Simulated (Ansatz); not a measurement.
**CH₈AlBOSi: up Jacob's ladder to CCSD(T)**

One table from this session's results is given with a row withheld; the runs are named, their logs left out.

Computed with Ansatz 0.2.0, Gaussian basis. Level: functionals in def2-TZVPP, the program's frozen cores in correlated methods.

The runs, in order: PBE-D4, r2SCAN-D4, PBE0-D4, B3LYP-D4, ωB97X-V, ωB97M-V, B2PLYP; CCSD(T)/def2-TZVPP; MP2/def2-QZVPP; extrapolation to the limit.

## The relaxed structure

The geometry comes from an earlier relaxation with PBE0-D4 in a triple-zeta def2 set; it is a stationary point, not always the lowest conformer.

SMILES `BCO[SiH2][AlH2]`, 13 atoms, charge 0, spin multiplicity 1.

Atoms are counted from 1 here; the program's logs count them from 0.

Bond lengths: B1–C2 1.550 Å, B1–H6 1.197 Å, B1–H7 1.195 Å, C2–O3 1.415 Å, C2–H8 1.104 Å, C2–H9 1.107 Å, O3–Si4 1.654 Å, Si4–Al5 2.473 Å, Si4–H10 1.501 Å, Si4–H11 1.489 Å, Al5–H12 1.592 Å, Al5–H13 1.591 Å. Angles: C2–B1–H6 117.6°, C2–B1–H7 122.3°, H6–B1–H7 120.1°, B1–C2–O3 117.9°, B1–C2–H8 106.3°, B1–C2–H9 109.4°, O3–C2–H8 107.7°, O3–C2–H9 111.5°, H8–C2–H9 102.8°, C2–O3–Si4 121.5°, O3–Si4–Al5 113.0°, O3–Si4–H10 110.2°, O3–Si4–H11 105.3°, Al5–Si4–H10 109.3°, Al5–Si4–H11 111.9°, H10–Si4–H11 106.9°, Si4–Al5–H12 121.6°, Si4–Al5–H13 120.1° and more.

The first run:

File in.yaml:

```yaml
crystal:
  periodic: [false, false, false]
  atoms:
    - {symbol: B, position_ang: [-2.177707, 0.932960, 0.223768]}
    - {symbol: C, position_ang: [-1.299377, -0.326180, 0.434608]}
    - {symbol: O, position_ang: [-0.603530, -0.841765, -0.683831]}
    - {symbol: Si, position_ang: [0.845295, -0.207623, -1.168967]}
    - {symbol: Al, position_ang: [2.619113, -0.436827, 0.539443]}
    - {symbol: H, position_ang: [-2.792437, 1.344799, 1.165199]}
    - {symbol: H, position_ang: [-2.268531, 1.476991, -0.836211]}
    - {symbol: H, position_ang: [-1.975115, -1.116840, 0.803480]}
    - {symbol: H, position_ang: [-0.621760, -0.162166, 1.294421]}
    - {symbol: H, position_ang: [0.684470, 1.241231, -1.525217]}
    - {symbol: H, position_ang: [1.187337, -0.928041, -2.425860]}
    - {symbol: H, position_ang: [2.283471, -0.837205, 2.043654]}
    - {symbol: H, position_ang: [4.139070, -0.174032, 0.150214]}
basis:
  gaussian: {orbitals: def2-TZVPP}
hamiltonian: {xc: pbe, dispersion: d4}
output: {forces: true, orbitals: {seedname: orbitals}}
```

On the command line:

```console
ansatz run in.yaml --threads 4 --pin off --events-out ev --progress --plain --max-ram 10444MiB
```

Steps of the session up to this table: PBE-D4 (GGA); r2SCAN-D4 (meta-GGA); PBE0-D4 (hybrid); B3LYP-D4 (hybrid); ωB97X-V (range-separated); ωB97M-V (range-separated); B2PLYP (double hybrid); CCSD(T) in def2-TZVPP; MP2 in def2-QZVPP.

One table of the session follows, with a row left open; its other results are not shown here.

It belongs to the step «Atomisation energies». 

```
            method  atomisation energy (kcal/mol)
            PBE-D4                         1015.3
         r2SCAN-D4                         1014.8
           PBE0-D4                         1005.7
          B3LYP-D4                         1012.6
           ωB97X-V                         1017.9
           ωB97M-V                         1013.9
            B2PLYP                          999.5
     HF/def2-TZVPP                          763.0
    MP2/def2-TZVPP                          992.4
   CCSD/def2-TZVPP                          974.9
CCSD(T)/def2-TZVPP                              ?
           MP2/CBS                         1017.4
       CCSD(T)/CBS                         1010.8
```

Estimate the missing values for CCSD(T)/def2-TZVPP.

The run gave: atomisation energy (kcal/mol): 985.8. In the column «atomisation energy (kcal/mol)» it lies between CCSD/def2-TZVPP (974.9) and MP2/def2-TZVPP (992.4).

To keep in mind: Free atoms (1 B, 1 C, 1 O, 1 Si, 1 Al, 8 H) were run apart at each level; the atomisation energy is their sum less the molecule, without zero-point or spin-orbit terms.
